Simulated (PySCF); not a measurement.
# W³⁺: interval between two levels with spin-orbit coupling

Aim: the interval between two levels of tungsten from differences of total energies, at each level of theory, and how far each lands from the tabulated value where there is one.

Method: two-component X2C-1e, generalised determinants. Code: PySCF 2.14.0.

## Step 1: What is computed

- Element: tungsten (Z = 74)
- Basis: x2c-SVPall-2c with one added diffuse shell each of s, d type (8s9p10d2f, 99 functions)
- Hamiltonian: two-component X2C-1e, Gaussian nucleus, no Breit or QED terms; spin-orbit coupling, run by run: off; screened by Boettger's factors
- Core shells frozen in the correlated runs: [Kr] 4d10 4f14 (for W³⁺)
- State 1: W³⁺ 4f14 5d3 4F9/2: [Xe] 4f14 5d3; 5d5/2 filled at m_j = +1/2, +3/2, +5/2
- State 2: W³⁺ 4f14 5d2 6s1 4F9/2: [Xe] 4f14 5d2 6s1; 5d5/2 filled at m_j = +3/2, +5/2; 6s1/2 filled at m_j = +1/2
- Methods: GHF, GMP2

The outer shells:

W3+ [Xe] 4f14 5d3
```
[Xe] core
4f [↑↓][↑↓][↑↓][↑↓][↑↓][↑↓][↑↓]
5d [↑ ][↑ ][↑ ][  ][  ]
```

W3+ [Xe] 4f14 5d2 6s1
```
[Xe] core
4f [↑↓][↑↓][↑↓][↑↓][↑↓][↑↓][↑↓]
5d [↑ ][↑ ][  ][  ][  ]
6s [↑ ]
```

All steps ran in one process of a driver on top of PySCF, which takes the settings above as its task.

The driver's launch:

```sh
> OMP_NUM_THREADS=1 python sorun2.py TASK.json OUT
```

The integrals over 99 functions and the set-up took 9.3 s of CPU time.

## Step 2: W³⁺ 4f14 5d3 4F9/2, method by method

GHF (spin-free):

Standard output:

```text
cycle= 1 E= -16128.1014511498  delta_E= -1.61e+04  |FDS-SDF|= 0.0199
cycle= 2 E= -16128.1137436996  delta_E= -0.0123  |FDS-SDF|= 0.00628
cycle= 3 E= -16128.1142965776  delta_E= -0.000553  |FDS-SDF|= 0.00168
cycle= 4 E= -16128.1143458991  delta_E= -4.93e-05  |FDS-SDF|= 0.00017
cycle= 5 E= -16128.1143467433  delta_E= -8.44e-07  |FDS-SDF|= 3.21e-05
cycle= 6 E= -16128.1143468020  delta_E= -5.88e-08  |FDS-SDF|= 1.32e-05
cycle= 7 E= -16128.1143468395  delta_E= -3.74e-08  |FDS-SDF|= 6.07e-06
cycle= 8 E= -16128.1143468493  delta_E= -9.85e-09  |FDS-SDF|= 6.65e-07
```

It took 3.8 s on 1 thread of Neoverse-V2, shared host, the integrals not counted.

Occupied spinors (without spin-orbit coupling the j labels only name the start):

```csv
spinor shell,electrons,mean energy (eV),weight of the nominal j,rms radius (bohr)
1s1/2,2,-69927.0,1.000,0.0208
2s1/2,2,-12236.4,1.000,0.0838
2p3/2,4,-10709.4,0.833,0.0764
2p1/2,2,-10709.3,0.667,0.0764
3s1/2,2,-2903.9,1.000,0.214
3p3/2,4,-2443.8,0.833,0.216
3p1/2,2,-2443.8,0.667,0.216
3d5/2,6,-1908.5,0.800,0.197
3d3/2,4,-1908.4,0.700,0.197
4s1/2,2,-655.50,1.000,0.478
4p3/2,4,-501.87,0.833,0.509
4p1/2,2,-501.86,0.667,0.509
4d5/2,6,-303.26,0.800,0.550
4d3/2,4,-302.98,0.700,0.551
5s1/2,2,-123.26,1.000,1.15
5p3/2,4,-82.269,0.817,1.33
5p1/2,2,-80.809,0.649,1.32
4f7/2,8,-80.299,0.779,0.677
4f5/2,6,-80.146,0.709,0.673
5d5/2,3,-38.085,0.800,1.90
```

M_J = 9/2, ⟨J²⟩ = 24.755, ⟨L²⟩ = 12.004, ⟨S²⟩ = 3.751.

GMP2 (spin-free):

This step left no log, only its results.

It took 0.95 s on 1 thread of Neoverse-V2, shared host, the integrals not counted.

With 11 electrons correlated and 32 very high virtual spinors dropped, the MP2 correlation energy is -0.11437 hartree. Largest pairs: 5p1/2-5p3/2 -0.0274, 5d5/2-5p3/2 -0.0244, 5p3/2-5p3/2 -0.0193, 5d5/2-5p1/2 -0.0145, 5p1/2-5p1/2 -0.0105.

GHF (screened spin-orbit):

Standard output:

```text
cycle= 1 E= -16146.9676942470  delta_E= -1.61e+04  |FDS-SDF|= 0.0972
cycle= 2 E= -16146.9943390276  delta_E= -0.0266  |FDS-SDF|= 0.00553
cycle= 3 E= -16146.9961699045  delta_E= -0.00183  |FDS-SDF|= 0.00317
cycle= 4 E= -16146.9972445988  delta_E= -0.00107  |FDS-SDF|= 0.00273
cycle= 5 E= -16146.9986370322  delta_E= -0.00139  |FDS-SDF|= 0.00239
cycle= 6 E= -16147.0024155830  delta_E= -0.00378  |FDS-SDF|= 0.00124
cycle= 7 E= -16147.0035217727  delta_E= -0.00111  |FDS-SDF|= 0.000543
cycle= 8 E= -16147.0036512351  delta_E= -0.000129  |FDS-SDF|= 0.00029
cycle= 9 E= -16147.0036557012  delta_E= -4.47e-06  |FDS-SDF|= 0.000239
cycle= 10 E= -16147.0036810160  delta_E= -2.53e-05  |FDS-SDF|= 0.00017
cycle= 11 E= -16147.0036866846  delta_E= -5.67e-06  |FDS-SDF|= 6.14e-05
cycle= 12 E= -16147.0036875080  delta_E= -8.23e-07  |FDS-SDF|= 3.78e-05
cycle= 13 E= -16147.0036877711  delta_E= -2.63e-07  |FDS-SDF|= 4.45e-06
cycle= 14 E= -16147.0036877745  delta_E= -3.42e-09  |FDS-SDF|= 4.38e-07
```

It took 13 s on 1 thread of Neoverse-V2, shared host, the integrals not counted.

The outer occupied spinors:

```csv
spinor shell,electrons,mean energy (eV),weight of the nominal j,rms radius (bohr)
4d3/2,4,-310.80,1.000,0.544
4d5/2,6,-297.57,1.000,0.556
5s1/2,2,-123.20,1.000,1.15
5p1/2,2,-89.105,0.970,1.32
5p3/2,4,-78.676,0.983,1.35
4f5/2,6,-81.249,0.988,0.667
4f7/2,8,-79.035,0.992,0.667
5d5/2,3,-37.862,0.579,1.90
```

M_J = 9/2, ⟨J²⟩ = 24.760, ⟨L²⟩ = 14.012, ⟨S²⟩ = 3.197. A second start ended at -16146.92458 hartree. Rows whose weight is well below 1 mix j = l ± 1/2: exchange competes with spin-orbit coupling there.

GMP2 (screened spin-orbit):

This step left no log, only its results.

Time after the integrals: 0.37 s (1 thread of Neoverse-V2, shared host).

With 11 electrons correlated and 32 very high virtual spinors dropped, the MP2 correlation energy is -0.11895 hartree. Largest pairs: 5p3/2-5p3/2 -0.0289, 5d5/2-5p3/2 -0.0285, 5p1/2-5p3/2 -0.0261, 5d5/2-5p1/2 -0.0114, 5d5/2-5d5/2 -0.0079.

## Step 3: W³⁺ 4f14 5d2 6s1 4F9/2, method by method

GHF (spin-free):

Standard output:

```text
cycle= 1 E= -16127.9364110419  delta_E= -1.61e+04  |FDS-SDF|= 0.0165
cycle= 2 E= -16127.9429612855  delta_E= -0.00655  |FDS-SDF|= 0.0045
cycle= 3 E= -16127.9432309259  delta_E= -0.00027  |FDS-SDF|= 0.00108
cycle= 4 E= -16127.9432547355  delta_E= -2.38e-05  |FDS-SDF|= 9.13e-05
cycle= 5 E= -16127.9432551464  delta_E= -4.11e-07  |FDS-SDF|= 1.33e-05
cycle= 6 E= -16127.9432552490  delta_E= -1.03e-07  |FDS-SDF|= 2.19e-05
cycle= 7 E= -16127.9432551419  delta_E= 1.07e-07  |FDS-SDF|= 1.07e-05
cycle= 8 E= -16127.9432551107  delta_E= 3.11e-08  |FDS-SDF|= 6.02e-07
cycle= 9 E= -16127.9432551108  delta_E= -4.91e-11  |FDS-SDF|= 4.85e-07
```

Time after the integrals: 4.1 s (1 thread of Neoverse-V2, shared host).

Occupied spinors (without spin-orbit coupling the j labels only name the start):

| spinor shell | electrons | mean energy (eV) | weight of the nominal j | rms radius (bohr) |
| --- | --- | --- | --- | --- |
| 1s1/2 | 2 | -69932.3 | 1.000 | 0.0208 |
| 2s1/2 | 2 | -12241.8 | 1.000 | 0.0838 |
| 2p3/2 | 4 | -10714.9 | 0.833 | 0.0764 |
| 2p1/2 | 2 | -10714.8 | 0.667 | 0.0764 |
| 3s1/2 | 2 | -2909.2 | 1.000 | 0.214 |
| 3p3/2 | 4 | -2449.1 | 0.833 | 0.216 |
| 3p1/2 | 2 | -2449.1 | 0.667 | 0.216 |
| 3d5/2 | 6 | -1913.8 | 0.800 | 0.197 |
| 3d3/2 | 4 | -1913.7 | 0.700 | 0.197 |
| 4s1/2 | 2 | -660.73 | 1.000 | 0.478 |
| 4p3/2 | 4 | -507.12 | 0.833 | 0.509 |
| 4p1/2 | 2 | -506.89 | 0.667 | 0.509 |
| 4d5/2 | 6 | -308.41 | 0.800 | 0.551 |
| 4d3/2 | 4 | -308.09 | 0.700 | 0.551 |
| 5s1/2 | 2 | -127.84 | 1.000 | 1.14 |
| 5p3/2 | 4 | -86.206 | 0.822 | 1.33 |
| 4f7/2 | 8 | -85.439 | 0.781 | 0.671 |
| 5p1/2 | 2 | -84.542 | 0.598 | 1.28 |
| 4f5/2 | 6 | -85.202 | 0.695 | 0.696 |
| 5d5/2 | 2 | -41.441 | 0.900 | 1.85 |
| 6s1/2 | 1 | -32.756 | 1.000 | 2.99 |

M_J = 9/2, ⟨J²⟩ = 24.755, ⟨L²⟩ = 12.004, ⟨S²⟩ = 3.751.

GMP2 (spin-free):

No log was kept for this step.

Time after the integrals: 0.37 s (1 thread of Neoverse-V2, shared host).

With 11 electrons correlated and 32 very high virtual spinors dropped, the MP2 correlation energy is -0.11291 hartree. Largest pairs: 5p1/2-5p3/2 -0.0314, 5p3/2-5p3/2 -0.0243, 5d5/2-5p3/2 -0.0179, 5d5/2-5p1/2 -0.0093, 5p1/2-5p1/2 -0.0090.

GHF (screened spin-orbit):

Standard output:

```text
cycle= 1 E= -16146.7670124565  delta_E= -1.61e+04  |FDS-SDF|= 0.0949
cycle= 2 E= -16146.8010578950  delta_E= -0.034  |FDS-SDF|= 0.00763
cycle= 3 E= -16146.8069109558  delta_E= -0.00585  |FDS-SDF|= 0.00542
cycle= 4 E= -16146.8116235483  delta_E= -0.00471  |FDS-SDF|= 0.00514
cycle= 5 E= -16146.8178393701  delta_E= -0.00622  |FDS-SDF|= 0.00537
cycle= 6 E= -16146.8162167393  delta_E= 0.00162  |FDS-SDF|= 0.00519
cycle= 7 E= -16146.8204708029  delta_E= -0.00425  |FDS-SDF|= 0.00471
cycle= 8 E= -16146.8233095099  delta_E= -0.00284  |FDS-SDF|= 0.00508
cycle= 9 E= -16146.8239499654  delta_E= -0.00064  |FDS-SDF|= 0.00253
cycle= 10 E= -16146.8244459197  delta_E= -0.000496  |FDS-SDF|= 0.000868
cycle= 11 E= -16146.8246416989  delta_E= -0.000196  |FDS-SDF|= 0.000331
cycle= 12 E= -16146.8246467276  delta_E= -5.03e-06  |FDS-SDF|= 7.91e-05
cycle= 13 E= -16146.8246468060  delta_E= -7.84e-08  |FDS-SDF|= 2.56e-05
cycle= 14 E= -16146.8246468213  delta_E= -1.53e-08  |FDS-SDF|= 5.41e-06
```

It took 10 s on 1 thread of Neoverse-V2, shared host, the integrals not counted.

The outer occupied spinors:

| spinor shell | electrons | mean energy (eV) | weight of the nominal j | rms radius (bohr) |
| --- | --- | --- | --- | --- |
| 4d5/2 | 6 | -302.85 | 1.000 | 0.556 |
| 5s1/2 | 2 | -127.83 | 1.000 | 1.14 |
| 5p1/2 | 2 | -92.373 | 0.980 | 1.31 |
| 5p3/2 | 4 | -82.956 | 0.943 | 1.32 |
| 4f5/2 | 6 | -86.359 | 0.959 | 0.692 |
| 4f7/2 | 8 | -84.266 | 0.990 | 0.666 |
| 5d5/2 | 2 | -41.124 | 0.806 | 1.86 |
| 6s1/2 | 1 | -32.761 | 0.999 | 2.99 |

M_J = 9/2, ⟨J²⟩ = 24.759, ⟨L²⟩ = 12.459, ⟨S²⟩ = 3.717. Rows whose weight is well below 1 mix j = l ± 1/2: exchange competes with spin-orbit coupling there.

GMP2 (screened spin-orbit):

This step left no log, only its results.

It took 0.36 s on 1 thread of Neoverse-V2, shared host, the integrals not counted.

With 11 electrons correlated and 32 very high virtual spinors dropped, the MP2 correlation energy is -0.11867 hartree. Largest pairs: 5p1/2-5p3/2 -0.0319, 5p3/2-5p3/2 -0.0284, 5d5/2-5p3/2 -0.0192, 5d5/2-5p1/2 -0.0090, 5p1/2-5p1/2 -0.0087.

## Step 4: The energy differences

Interval between two levels: W³⁺ [Xe] 4f14 5d3 [5d5/2^3, M_J = 9/2] → W³⁺ [Xe] 4f14 5d2 6s1 [5d5/2^2 6s1/2^1, M_J = 9/2].

```
                    method  value (eV)  CPU time, both states (s)
           GHF (spin-free)       4.656                        7.9
          GMP2 (spin-free)       4.695                        9.3
 GHF (screened spin-orbit)       4.872                         23
GMP2 (screened spin-orbit)       4.880                         24
```

Times are CPU seconds on a shared host without the integrals; correlated rows include their Hartree-Fock run.

## Step 5: Results

| quantity | value |
| --- | --- |
| interval between two levels, W³⁺ → 4f14 5d2 6s1 4F9/2 | GHF (spin-free) 4.656, GMP2 (screened spin-orbit) 4.880 eV |

What this shows: The methods span 0.224 eV, from GHF (spin-free) (4.656) to GMP2 (screened spin-orbit) (4.880). No reference value is at hand in this session. Spin-orbit coupling moves the difference by +0.185 eV at GMP2. The basis is finite, and no extrapolation was made.
